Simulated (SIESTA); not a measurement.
# PdPt in SIESTA: further runs

The runs below take PdPt through relaxation of the atoms, electrostatic potential, with PBEsol.

Program: SIESTA 5.4.2. These are calculated values, not measurements. Logs are shortened: lines on timing, memory, paths and dates and some standing lists are left out, and cuts for length are marked.

**1. The slab as given**

The cell holds a slab with vacuum, 6 atoms: a = 2.767 Å, b = 2.767 Å, c = 26.401 Å, α = 90.00°, β = 90.00°, γ = 120.00°.

**2. Relaxation of the atoms, PBEsol**

run.py

```python
from ase.io import read
from ase.calculators.siesta import Siesta
from ase.units import Ry, GPa
from ase.optimize import BFGS
from ase.constraints import FixAtoms

atoms = read("POSCAR")

fdf = {
    'SCFMustConverge': False,
    'OccupationFunction': 'FD',
    'ElectronicTemperature': '0.05 eV',
    'Slab.DipoleCorrection': 'vacuum',
    'MaxSCFIterations': '120',
    'SCF.Mixer.Method': 'Pulay',
    'SCF.Mixer.Weight': '0.25',
    'SCF.Mixer.History': '8',
    'SCF.DM.Tolerance': '5.0e-05',
    'SCF.H.Tolerance': '1.0e-03 eV',
    'WriteForces': 'true',
    'Charge.Mulliken': 'end',
    'PAO.Basis': ['Pt.1 4', 'n=5 0 2', '  2.732 0.000', 'n=6 0 2', '  7.268 0.000', 'n=5 1 2', '  3.260 0.000', 'n=5 2 2', '  5.669 0.000', 'Pd.2 4', 'n=4 0 2', '  2.827 0.000', 'n=5 0 2', '  8.651 0.000', 'n=4 1 2', '  3.241 0.000', 'n=4 2 2', '  5.842 0.000'],
}
calc = Siesta(
    label="PdPt",
    command="siesta < PREFIX.fdf > PREFIX.out",
    pseudo_path="pseudos",
    pseudo_qualifier="",
    xc=('GGA', 'PBEsol'),
    basis_set="DZ",
    mesh_cutoff=800 * Ry,
    energy_shift=0.003 * Ry,
    kpts=[8, 8, 1],
    spin="non-polarized",
    fdf_arguments=fdf,
)
atoms.calc = calc

atoms.set_constraint(FixAtoms([0, 1, 2]))
opt = BFGS(atoms, trajectory="relax.traj")
converged = opt.run(fmax=0.04, steps=40)
print("converged:", converged)
print("cell (A):", atoms.cell.cellpar().round(5))
print("scaled positions:")
print(atoms.get_scaled_positions().round(6))
print(f"energy = {atoms.get_potential_energy():.6f} eV")
free = atoms.get_potential_energy(force_consistent=True)
print(f"free energy = {free:.6f} eV")
print("forces (eV/A):")
print(atoms.get_forces(apply_constraint=False).round(6))
print("stress (GPa, Voigt order, tension positive):", (atoms.get_stress() / GPa).round(4))
```

POSCAR

```
PdPt
1.0
    2.7668025956      0.0000000000      0.0000000000
   -1.3834012978      2.3961213350      0.0000000000
    0.0000000000      0.0000000000     26.4009171702
Pt Pd Pt Pd Pt Pd
1 1 1 1 1 1
Direct
    0.3333333333      0.6666666667      0.2840810397
    0.6666666667      0.3333333333      0.3704486238
    0.0000000000      0.0000000000      0.4568162079
    0.3333333333      0.6666666667      0.5431837921
    0.6666666666      0.3333333333      0.6295513762
    0.0000000000      0.0000000000      0.7159189603
```

Potentials or basis: PseudoDojo 0.4 standard (PBEsol files), DZ (energy shift 0.003 Ry; two zetas on semicore shells).

Started as:

```console
$ python run.py
```

Log:

```text
Possible missing PAO for unoccupied valence shell
Possible missing PAO for unoccupied valence shell
Job completed
      Step     Time          Energy          fmax
BFGS:    0   -21661.598827        0.400199
Possible missing PAO for unoccupied valence shell
Possible missing PAO for unoccupied valence shell
Job completed
BFGS:    1   -21661.601012        0.333029
Possible missing PAO for unoccupied valence shell
Possible missing PAO for unoccupied valence shell
Job completed
BFGS:    2   -21661.609047        0.294313
Possible missing PAO for unoccupied valence shell
Possible missing PAO for unoccupied valence shell
Job completed
BFGS:    3   -21661.611480        0.312819
Possible missing PAO for unoccupied valence shell
Possible missing PAO for unoccupied valence shell
Job completed
BFGS:    4   -21661.625627        0.322614
Possible missing PAO for unoccupied valence shell
Possible missing PAO for unoccupied valence shell
Job completed
BFGS:    5   -21661.628512        0.236979
Possible missing PAO for unoccupied valence shell
Possible missing PAO for unoccupied valence shell
Job completed
BFGS:    6   -21661.631208        0.215730
Possible missing PAO for unoccupied valence shell
Possible missing PAO for unoccupied valence shell
Job completed
BFGS:    7   -21661.632492        0.176236
Possible missing PAO for unoccupied valence shell
Possible missing PAO for unoccupied valence shell
Job completed
BFGS:    8   -21661.633556        0.055495
Possible missing PAO for unoccupied valence shell
Possible missing PAO for unoccupied valence shell
Job completed
BFGS:    9   -21661.633665        0.014601
converged: True
cell (A): [  2.7668    2.7668   26.40092  90.       90.      120.     ]
scaled positions:
[[0.333333 0.666667 0.284081]
 [0.666667 0.333333 0.370449]
 [0.       0.       0.456816]
 [0.333333 0.666667 0.540541]
 [0.666667 0.333333 0.624478]
 [1.       0.       0.710396]]
energy = -21661.523052 eV
free energy = -21661.633665 eV
forces (eV/A):
[[ 0.00000e+00 -0.00000e+00  1.65451e-01]
 [ 1.00000e-06 -1.00000e-06  3.67682e-01]
 [-0.00000e+00  0.00000e+00 -5.36675e-01]
 [ 0.00000e+00  0.00000e+00  9.43400e-03]
 [-1.00000e-06  0.00000e+00 -1.46010e-02]
 [-1.00000e-06  0.00000e+00  8.96000e-03]]
stress (GPa, Voigt order, tension positive): [ 4.8662e+00  4.8665e+00  1.4370e+00 -0.0000e+00  0.0000e+00  3.0000e-04]
```

Run time: 14 min. Hardware: 1 thread of Arm Neoverse V2, shared host; peak memory 0.49 GiB.

What came out:

```
Free energy               : -21661.6337 eV
Energy gained by relaxing : 6.0 meV/atom
Ionic steps               : 10
Band gap on the k mesh    : none (metal or under the smearing width)
```

Stress tensor (GPa, compression positive):
```
-4.87  0.00  0.00
 0.00 -4.87  0.00
 0.00  0.00 -1.44
```

Step by step:
| step | energy change (eV) | largest force (eV/Å) | pressure (GPa) |
| --- | --- | --- | --- |
| 1 | 0.0000 | 0.4002 | -5.11 |
| 2 | -0.0024 | 0.3386 | -5.10 |
| 3 | -0.0117 | 0.3415 | -5.02 |
| 4 | -0.0143 | 0.3439 | -4.95 |
| 5 | -0.0297 | 0.5101 | -4.29 |
| 6 | -0.0323 | 0.5679 | -4.17 |
| 7 | -0.0343 | 0.5902 | -4.01 |
| 8 | -0.0351 | 0.5821 | -3.89 |
| 9 | -0.0358 | 0.5509 | -3.74 |
| 10 | -0.0360 | 0.5367 | -3.72 |

Final structure:
```cif
data_structure
_symmetry_space_group_name_H-M 'P 1'
_symmetry_Int_Tables_number 1
_cell_length_a 2.7668
_cell_length_b 2.7668
_cell_length_c 26.4009
_cell_angle_alpha 90.000
_cell_angle_beta 90.000
_cell_angle_gamma 120.000
_cell_volume 175.03
loop_
_atom_site_label
_atom_site_type_symbol
_atom_site_fract_x
_atom_site_fract_y
_atom_site_fract_z
_atom_site_occupancy
Pt1 Pt 0.33333 0.66667 0.28408 1
Pd1 Pd 0.66667 0.33333 0.37045 1
Pt2 Pt 0.00000 0.00000 0.45682 1
Pd2 Pd 0.33333 0.66667 0.54054 1
Pt3 Pt 0.66667 0.33333 0.62448 1
Pd3 Pd 0.00000 0.00000 0.71040 1
```

Levels at points of the mesh, in eV from the Fermi level:
```csv
k point,band 51,band 52,band 53,band 54,band 55,band 56,band 57,band 58
"(0.00, 0.00, 0.00)",-1.13,-1.13,-1.00,-0.66,-0.66,-0.21,-0.21,-0.01
"(0.50, 0.00, 0.00)",0.13,0.32,0.39,0.61,3.19,3.59,4.12,4.52
"(0.00, 0.50, 0.00)",0.13,0.32,0.39,0.61,3.19,3.59,4.12,4.52
"(0.50, 0.50, 0.00)",0.13,0.32,0.39,0.61,3.19,3.59,4.12,4.52
```

Caveat: the basis has no polarisation orbitals; short orbitals over semicore shells can move pressures by several GPa; the basis of atomic orbitals isn't converged, which shifts pressures, moduli and gaps. The run has no spin-orbit coupling, so splittings on Pt are missing.

**3. Electrostatic potential, PBEsol (relaxed by the run before)**

Changes to run.py since step 2:

```diff
@@ -3,4 +3,2 @@
 from ase.units import Ry, GPa
-from ase.optimize import BFGS
-from ase.constraints import FixAtoms
 
@@ -21,2 +19,6 @@
     'Charge.Mulliken': 'end',
+    'SaveRho': 'true',
+    'SaveElectrostaticPotential': 'true',
+    'SaveTotalPotential': 'true',
+    'SaveDeltaRho': 'true',
     'PAO.Basis': ['Pt.1 4', 'n=5 0 2', '  2.732 0.000', 'n=6 0 2', '  7.268 0.000', 'n=5 1 2', '  3.260 0.000', 'n=5 2 2', '  5.669 0.000', 'Pd.2 4', 'n=4 0 2', '  2.827 0.000', 'n=5 0 2', '  8.651 0.000', 'n=4 1 2', '  3.241 0.000', 'n=4 2 2', '  5.842 0.000'],
@@ -38,9 +40,2 @@
 
-atoms.set_constraint(FixAtoms([0, 1, 2]))
-opt = BFGS(atoms, trajectory="relax.traj")
-converged = opt.run(fmax=0.04, steps=40)
-print("converged:", converged)
-print("cell (A):", atoms.cell.cellpar().round(5))
-print("scaled positions:")
-print(atoms.get_scaled_positions().round(6))
 print(f"energy = {atoms.get_potential_energy():.6f} eV")
```

POSCAR

```
PdPt
1.0
    2.7668026000      0.0000000000      0.0000000000
   -1.3834013000      2.3961213400      0.0000000000
    0.0000000000      0.0000000000     26.4009171700
Pt Pd Pt Pd Pt Pd
1 1 1 1 1 1
Direct
    0.3333330000      0.6666670000      0.2840810000
    0.6666670000      0.3333330000      0.3704490000
    0.0000000000      0.0000000000      0.4568160000
    0.3333330000      0.6666670000      0.5405410000
    0.6666670000      0.3333330000      0.6244780000
    0.0000000000      0.0000000000      0.7103960000
```

Potentials or basis: PseudoDojo 0.4 standard (PBEsol files), DZ (energy shift 0.003 Ry; two zetas on semicore shells).

Started as:

```console
$ python run.py
```

It took 1.7 min on 1 thread of Arm Neoverse V2, shared host; peak memory 0.49 GiB.

The run converged. Its results:

| Property | Result |
| --- | --- |
| Free energy | -21661.6337 eV |
| Largest force | 0.537 eV/Å |
| Band gap on the k mesh | none (metal or under the smearing width) |
| Work function | 5.69 eV |

Forces on the atoms (eV/Å):
```
Pt   0.000  0.000  0.166
Pd   0.000  0.000  0.368
Pt   0.000  0.000 -0.537
Pd   0.000  0.000  0.009
Pt   0.000  0.000 -0.014
Pd   0.000  0.000  0.009
```

Stress tensor (GPa, compression positive):
```
-4.87  0.00  0.00
 0.00 -4.87  0.00
 0.00  0.00 -1.44
```

Levels at points of the mesh, in eV from the Fermi level:
| k point | band 50 | band 51 | band 52 | band 53 | band 54 | band 55 | band 56 | band 57 | band 58 | band 59 |
| --- | --- | --- | --- | --- | --- | --- | --- | --- | --- | --- |
| (0.00, 0.00, 0.00) | -1.39 | -1.13 | -1.13 | -1.00 | -0.66 | -0.66 | -0.21 | -0.21 | -0.01 | -0.01 |
| (0.50, 0.00, 0.00) | 0.12 | 0.13 | 0.32 | 0.39 | 0.61 | 3.19 | 3.59 | 4.12 | 4.52 | 6.46 |
| (0.00, 0.50, 0.00) | 0.12 | 0.13 | 0.32 | 0.39 | 0.61 | 3.19 | 3.59 | 4.12 | 4.52 | 6.46 |
| (0.50, 0.50, 0.00) | 0.12 | 0.13 | 0.32 | 0.39 | 0.61 | 3.19 | 3.59 | 4.12 | 4.52 | 6.46 |

Caveat: the basis has no polarisation orbitals; short orbitals over semicore shells can move pressures by several GPa; the basis of atomic orbitals isn't converged, which shifts pressures, moduli and gaps. Spin-orbit coupling is left out, which matters for the levels of Pt.

**4. Electrostatic potential, PBEsol (relaxed by the run before)**

Changes to run.py since step 3:

```diff
@@ -19,2 +19,4 @@
     'Charge.Mulliken': 'end',
+    'Charge.Hirshfeld': 'end',
+    'Charge.Voronoi': 'end',
     'SaveRho': 'true',
```

POSCAR is that of step 3.

Started as:

```console
$ python run.py
```

Run time: 1.8 min. Hardware: 1 thread of Arm Neoverse V2, shared host; peak memory 0.49 GiB.

It converged, with:

- Free energy: -21661.6337 eV
- Largest force: 0.537 eV/Å
- Band gap on the k mesh: none (metal or under the smearing width)
- Hirshfeld charges: Pt +0.09, +0.20, +0.21; Pd -0.19, -0.20, -0.11 e
- Voronoi charges: Pt +0.08, +0.20, +0.21; Pd -0.18, -0.20, -0.11 e
- Work function: 5.69 eV

Forces on the atoms (eV/Å):
```
Pt   0.000  0.000  0.166
Pd   0.000  0.000  0.368
Pt   0.000  0.000 -0.537
Pd   0.000  0.000  0.009
Pt   0.000  0.000 -0.014
Pd   0.000  0.000  0.009
```

Stress tensor (GPa, compression positive):
```
-4.87  0.00  0.00
 0.00 -4.87  0.00
 0.00  0.00 -1.44
```

Levels at points of the mesh, in eV from the Fermi level:
| k point | band 50 | band 51 | band 52 | band 53 | band 54 | band 55 | band 56 | band 57 | band 58 | band 59 |
| --- | --- | --- | --- | --- | --- | --- | --- | --- | --- | --- |
| (0.00, 0.00, 0.00) | -1.39 | -1.13 | -1.13 | -1.00 | -0.66 | -0.66 | -0.21 | -0.21 | -0.01 | -0.01 |
| (0.50, 0.00, 0.00) | 0.12 | 0.13 | 0.32 | 0.39 | 0.61 | 3.19 | 3.59 | 4.12 | 4.52 | 6.46 |
| (0.00, 0.50, 0.00) | 0.12 | 0.13 | 0.32 | 0.39 | 0.61 | 3.19 | 3.59 | 4.12 | 4.52 | 6.46 |
| (0.50, 0.50, 0.00) | 0.12 | 0.13 | 0.32 | 0.39 | 0.61 | 3.19 | 3.59 | 4.12 | 4.52 | 6.46 |

Caveat: the basis has no polarisation orbitals; Mulliken charges of long-ranged orbitals can have an unphysical sign; short orbitals over semicore shells can move pressures by several GPa; the basis of atomic orbitals isn't converged, which shifts pressures, moduli and gaps. The run has no spin-orbit coupling, so splittings on Pt are missing.
